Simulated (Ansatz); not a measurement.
# Li3Ga2: properties at the relaxed cell

This session takes Li3Ga2 and sets out to fit an equation of state.

Method: DFT PBEsol, scalar-relativistic, plane waves, PAW, in Ansatz 0.2.0.

1 further run of the same task is left out (set aside as unsound or not needed). Runs told in other sessions of the task aren't counted.

### 1 The starting structure

It takes space group R-3m (No. 166, trigonal). The conventional cell has a = 4.309 Å, b = 4.309 Å, c = 13.667 Å, α = 90.00°, β = 90.00°, γ = 120.00°. Li (site symmetry 3m) is surrounded by 4 Li at 2.63 to 2.67 Å and 4 Ga at 2.63 to 2.79 Å. Li (site symmetry -3m) has 6 Li at 2.67 Å and 2 Ga at 2.73 Å in its first shell of neighbours. Around Ga (site symmetry 3m) lie 5 Li at 2.63 to 2.79 Å and 3 Ga at 2.65 Å.

Structure file:

```
CELL_PARAMETERS angstrom
2.15461 1.24396 4.55576
-2.15461 1.24396 4.55576
0.00000 -2.48793 4.55576
ATOMIC_POSITIONS crystal
Li 0.40377 0.40377 0.40377
Li 0.59623 0.59623 0.59623
Li 0.00000 0.00000 0.00000
Ga 0.80023 0.80023 0.80023
Ga 0.19977 0.19977 0.19977
```

This cell was relaxed beforehand with the same method: volume 14.65 Å³/atom, gap on the mesh none (metal).

### 2 Volume × 0.97

The input, input.yaml:

```yaml
crystal:
  lattice:
    - [2.1328425988, 1.2313972485, 4.50973443]
    - [-2.1328425988, 1.2313972485, 4.50973443]
    - [0.0, -2.4627944971, 4.50973443]
  atoms:
    - { symbol: Li, position: [0.4037685594, 0.4037685594, 0.4037685594] }
    - { symbol: Li, position: [0.5962314406, 0.5962314406, 0.5962314406] }
    - { symbol: Li, position: [0.0, 0.0, 0.0] }
    - { symbol: Ga, position: [0.8002301191, 0.8002301191, 0.8002301191] }
    - { symbol: Ga, position: [0.1997698809, 0.1997698809, 0.1997698809] }
basis:
  ecutwfc: 420
kpoints:
  mp_grid: { grid: [12, 12, 12] }
hamiltonian:
  xc: pbesol
scf:
  occupations: { method: gaussian, width: 0.1 }
output:
  forces: true
  stress: true
  eigenvalues: true
relax:
  adjacent_minimum: "off"
  f_tol: 0.01
  max_steps: 30
  cell: { stress_tol: 0.1, fix: [volume] }
```

Launch:

```sh
ansatz run input.yaml --threads 1 --pin off --max-ram 2560MiB --backend cpu --events-out ev --progress --plain --runs-dir out
```

### 3 The cell scaled to 1.03 of its volume

input.yaml, as its differences from that of step 2:

```diff
@@ -2,5 +2,5 @@
   lattice:
-    - [2.1328425988, 1.2313972485, 4.50973443]
-    - [-2.1328425988, 1.2313972485, 4.50973443]
-    - [0.0, -2.4627944971, 4.50973443]
+    - [2.17594194, 1.2562806648, 4.6008647286]
+    - [-2.17594194, 1.2562806648, 4.6008647286]
+    - [0.0, -2.5125613296, 4.6008647286]
   atoms:
```

### 4 The cell scaled to 0.94 of its volume

The input, input.yaml:

```yaml
crystal:
  lattice:
    - [2.1123759249, 1.2195808089, 4.4553546643]
    - [-2.1123759249, 1.2195808089, 4.4553546643]
    - [0.0, -2.4391616178, 4.4553546642]
  atoms:
    - { symbol: Li, position: [0.4035608444, 0.4035608444, 0.4035608444] }
    - { symbol: Li, position: [0.5964391556, 0.5964391556, 0.5964391556] }
    - { symbol: Li, position: [0.0, 0.0, 0.0] }
    - { symbol: Ga, position: [0.7999650688, 0.7999650688, 0.7999650688] }
    - { symbol: Ga, position: [0.2000349312, 0.2000349312, 0.2000349312] }
basis:
  ecutwfc: 420
kpoints:
  mp_grid: { grid: [12, 12, 12] }
hamiltonian:
  xc: pbesol
scf:
  occupations: { method: gaussian, width: 0.1 }
output:
  forces: true
  stress: true
  eigenvalues: true
relax:
  adjacent_minimum: "off"
  f_tol: 0.01
  max_steps: 30
  cell: { stress_tol: 0.1, fix: [volume] }
```

### 5 The cell scaled to 1.06 of its volume

The input, input.yaml:

```yaml
crystal:
  lattice:
    - [2.1952785856, 1.2674446823, 4.6518256528]
    - [-2.1952785856, 1.2674446823, 4.6518256528]
    - [0.0, -2.5348893646, 4.6518256528]
  atoms:
    - { symbol: Li, position: [0.4040196396, 0.4040196396, 0.4040196396] }
    - { symbol: Li, position: [0.5959803604, 0.5959803604, 0.5959803604] }
    - { symbol: Li, position: [0.0, 0.0, 0.0] }
    - { symbol: Ga, position: [0.8005559924, 0.8005559924, 0.8005559924] }
    - { symbol: Ga, position: [0.1994440076, 0.1994440076, 0.1994440076] }
basis:
  ecutwfc: 420
kpoints:
  mp_grid: { grid: [12, 12, 12] }
hamiltonian:
  xc: pbesol
scf:
  occupations: { method: gaussian, width: 0.1 }
output:
  forces: true
  stress: true
  eigenvalues: true
relax:
  adjacent_minimum: "off"
  f_tol: 0.01
  max_steps: 30
  cell: { stress_tol: 0.1, fix: [volume] }
```

### 6 Point at V/V0 = 0.91

The input, input.yaml:

```yaml
crystal:
  lattice:
    - [2.0918633386, 1.2077378616, 4.3981660412]
    - [-2.0918633386, 1.2077378616, 4.3981660412]
    - [0.0, -2.4154757233, 4.3981660412]
  atoms:
    - { symbol: Li, position: [0.4036035475, 0.4036035475, 0.4036035475] }
    - { symbol: Li, position: [0.5963964525, 0.5963964525, 0.5963964525] }
    - { symbol: Li, position: [0.0, 0.0, 0.0] }
    - { symbol: Ga, position: [0.7994310998, 0.7994310998, 0.7994310998] }
    - { symbol: Ga, position: [0.2005689002, 0.2005689002, 0.2005689002] }
basis:
  ecutwfc: 420
kpoints:
  mp_grid: { grid: [12, 12, 12] }
hamiltonian:
  xc: pbesol
scf:
  occupations: { method: gaussian, width: 0.1 }
output:
  forces: true
  stress: true
  eigenvalues: true
relax:
  adjacent_minimum: "off"
  f_tol: 0.01
  max_steps: 30
  cell: { stress_tol: 0.1, fix: [volume] }
```

### 7 Point at V/V0 = 1.10

The input, input.yaml:

```yaml
crystal:
  lattice:
    - [2.2202847347, 1.2818819893, 4.7192413139]
    - [-2.2202847347, 1.2818819893, 4.7192413139]
    - [0.0, -2.5637639785, 4.7192413139]
  atoms:
    - { symbol: Li, position: [0.4040762965, 0.4040762965, 0.4040762965] }
    - { symbol: Li, position: [0.5959237035, 0.5959237035, 0.5959237035] }
    - { symbol: Li, position: [0.0, 0.0, 0.0] }
    - { symbol: Ga, position: [0.8008874746, 0.8008874746, 0.8008874746] }
    - { symbol: Ga, position: [0.1991125254, 0.1991125254, 0.1991125254] }
basis:
  ecutwfc: 420
kpoints:
  mp_grid: { grid: [12, 12, 12] }
hamiltonian:
  xc: pbesol
scf:
  occupations: { method: gaussian, width: 0.1 }
output:
  forces: true
  stress: true
  eigenvalues: true
relax:
  adjacent_minimum: "off"
  f_tol: 0.01
  max_steps: 30
  cell: { stress_tol: 0.1, fix: [volume] }
```

### 8 Point at V/V0 = 0.88

The input, input.yaml:

```yaml
crystal:
  lattice:
    - [2.070598399, 1.195460543, 4.3409798545]
    - [-2.070598399, 1.195460543, 4.3409798545]
    - [0.0, -2.3909210861, 4.3409798545]
  atoms:
    - { symbol: Li, position: [0.4035803147, 0.4035803147, 0.4035803147] }
    - { symbol: Li, position: [0.5964196853, 0.5964196853, 0.5964196853] }
    - { symbol: Li, position: [0.0, 0.0, 0.0] }
    - { symbol: Ga, position: [0.7989798948, 0.7989798948, 0.7989798948] }
    - { symbol: Ga, position: [0.2010201052, 0.2010201052, 0.2010201052] }
basis:
  ecutwfc: 420
kpoints:
  mp_grid: { grid: [12, 12, 12] }
hamiltonian:
  xc: pbesol
scf:
  occupations: { method: gaussian, width: 0.1 }
output:
  forces: true
  stress: true
  eigenvalues: true
relax:
  adjacent_minimum: "off"
  f_tol: 0.01
  max_steps: 30
  cell: { stress_tol: 0.1, fix: [volume] }
```

(Steps that only read results are left out.)

Q: Predict the outcome of this session. Wanted: equilibrium volume of the fit; bulk modulus.

**Answer**, as computed:

```
                     quantity          value
equilibrium volume of the fit  14.65 Å³/atom
                 bulk modulus         41 GPa
      its pressure derivative            4.2
```

**Reading.** The fit puts the minimum at 14.65 Å³/atom with B = 41 GPa and B' = 4.2.
